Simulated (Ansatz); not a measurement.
What does this script print? It uses Ansatz's Python interface.

`c2h5brosi.py`
```python
# -*- coding: utf-8 -*-
'''Size of D3 and D4 in C2H5BrOSi.'''

import ansatz as az
from ase import Atoms


def main():
    atoms = Atoms(['Br', 'C', 'C', 'O', 'Si', 'H', 'H', 'H', 'H', 'H'], positions=[
        (-2.3172, -0.2558, 0.8146),
        (-0.4437, -0.1528, 0.7365),
        (0.2083, -1.0799, -0.3163),
        (0.638, -0.077, -1.3158),
        (0.2818, 1.1989, -0.3272),
        (-0.0031, -0.2094, 1.736),
        (-0.3703, -1.8705, -0.7144),
        (1.1892, -1.5614, 0.0608),
        (-0.6619, 2.187, -0.8825),
        (1.5621, 1.7697, 0.2113),
    ])
    mol = az.Crystal.molecule_from_ase(atoms)

    calc = mol.calculation().basis(gaussian='def2-SVP')
    for name in ['pbe', 'r2scan']:
        for correction in ('d3bj', 'd4'):
            summary = calc.functional(name, dispersion=correction).run().report
            print(f'{name:8s} {correction:5s} total {summary["free_energy_ev"]:.5f} eV, of which dispersion {1000 * summary["dispersion"]["energy"]["ev"]:.2f} meV')


if __name__ == '__main__':
    main()
```

```console
$ python c2h5brosi.py
pbe      d3bj  total -82092.54496 eV, of which dispersion -260.69 meV
pbe      d4    total -82092.54648 eV, of which dispersion -262.21 meV
DeckWarning: the engine holds no damping parameters fitted to this dispersion correction and functional, so the run takes those fitted to r2scan beside the three-body term, which d3bj leaves out (hamiltonian.dispersion, under Limitations)
r2scan   d3bj  total -82108.78381 eV, of which dispersion -71.39 meV
r2scan   d4    total -82108.77338 eV, of which dispersion -60.97 meV
```
(Warnings from the package without file and line.)

Reading the output:
- Total energies depend on the basis set; only differences at equal settings carry meaning.
- The geometry is a force-field or estimated start, not a minimum of this method, and the basis set is short of its limit. D4 holds the three-body term, and d3bj doesn't.
- A dispersion term here runs with damping parameters fitted for another variant or functional.
- Finished in 11 s on 1 thread of Intel(R) Xeon(R) 6975P-C (Granite Rapids), on a shared host, peak memory 0.26 GiB.

(Lines on the test bed's own set-up are left out of the output.)
